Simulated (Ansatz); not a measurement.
# GeH₄OSi: up Jacob's ladder to CCSD(T)

One table from this session's results is given with a row withheld; the runs are named, their logs left out.

Program: Ansatz 0.2.0, Gaussian basis. Level of theory: functionals in def2-TZVPP, the program's frozen cores in correlated methods. These are calculated values, not measurements.

The runs, in order: LDA (SPW92), PBE-D4, revPBE-D4, BLYP-D4, r2SCAN-D4, B97M-V, PBE0-D4, B3LYP-D4, r2SCANh-D4, r2SCAN0-D4, HSE06-D4, BHLYP-D4, CAM-B3LYP-D4, LC-ωPBE, ωB97X-V, ωB97M-V, B2PLYP, PBE-QIDH; CCSD(T)/def2-SVP; CCSD(T)/def2-TZVPP; MP2/def2-QZVPP; extrapolation to the limit; RPA on PBE.

## The relaxed structure

All runs share one geometry, relaxed beforehand with PBE0-D4 in a triple-zeta def2 set.

SMILES `[O]1[SiH2][GeH2]1`, 7 atoms, charge 0, spin multiplicity 1.

Atoms are counted from 1 here; the program's logs count them from 0.

Bond lengths: O1–Si2 1.651 Å, O1–Ge3 1.891 Å, Si2–Ge3 2.256 Å, Si2–H4 1.484 Å, Si2–H5 1.484 Å, Ge3–H6 1.535 Å, Ge3–H7 1.535 Å. Angles: Si2–O1–Ge3 78.8°, O1–Si2–Ge3 55.3°, O1–Si2–H4 117.1°, O1–Si2–H5 117.1°, Ge3–Si2–H4 122.7°, Ge3–Si2–H5 122.7°, H4–Si2–H5 110.7°, O1–Ge3–Si2 45.9°, O1–Ge3–H6 108.7°, O1–Ge3–H7 108.7°, Si2–Ge3–H6 123.7°, Si2–Ge3–H7 123.7°, H6–Ge3–H7 111.5°.

The first run:

Input file in.yaml:

```yaml
crystal:
  periodic: [false, false, false]
  atoms:
    - {symbol: O, position_ang: [-0.786791, -0.552880, 0.729021]}
    - {symbol: Si, position_ang: [-0.645418, -0.260116, -0.889406]}
    - {symbol: Ge, position_ang: [0.858201, 0.377757, 0.666977]}
    - {symbol: H, position_ang: [-0.435159, -1.434450, -1.772127]}
    - {symbol: H, position_ang: [-1.621318, 0.681001, -1.493054]}
    - {symbol: H, position_ang: [0.729196, 1.659922, 1.501459]}
    - {symbol: H, position_ang: [1.962490, -0.539333, 1.211430]}
basis:
  gaussian: {orbitals: def2-TZVPP}
hamiltonian: {xc: lda}
output: {orbitals: {seedname: orbitals}}
```

Run with:

```bash
> ansatz run in.yaml --threads 2 --pin off --events-out ev --progress --plain --max-ram 4352MiB
```

Steps of the session up to this table: LDA; PBE-D4 (GGA); revPBE-D4 (GGA); BLYP-D4 (GGA); r2SCAN-D4 (meta-GGA); B97M-V (meta-GGA); B3LYP-D4 (hybrid); r2SCANh-D4 (hybrid); r2SCAN0-D4 (hybrid); HSE06-D4 (hybrid); BHLYP-D4 (hybrid); CAM-B3LYP-D4 (range-separated); LC-ωPBE (range-separated); ωB97X-V (range-separated); ωB97M-V (range-separated); B2PLYP (double hybrid); PBE-QIDH (double hybrid).

One table of the session follows, with a row left open; its other results are not shown here.

It belongs to the step «Frontier levels by functional». 

```
  functional  HOMO (eV)  gap (eV)
 LDA (SPW92)      -6.10      3.99
      PBE-D4      -5.95      4.05
   revPBE-D4      -5.90      4.07
     BLYP-D4      -5.81      4.00
   r2SCAN-D4      -6.18      4.49
      B97M-V      -6.23      4.45
     PBE0-D4      -7.02      5.93
    B3LYP-D4      -6.82      5.50
  r2SCANh-D4      -6.57      5.17
  r2SCAN0-D4      -7.17      6.20
    HSE06-D4      -6.62      5.17
    BHLYP-D4      -7.97      7.76
CAM-B3LYP-D4      -8.26      8.16
     LC-ωPBE      -9.51     10.54
     ωB97X-V          ?         ?
     ωB97M-V      -9.06      9.75
```

Q: Estimate the row for ωB97X-V from the others.

**Answer.** HOMO (eV): -9.20; gap (eV): 10.14. In the column «HOMO (eV)» it lies between LC-ωPBE (-9.51) and ωB97M-V (-9.06).
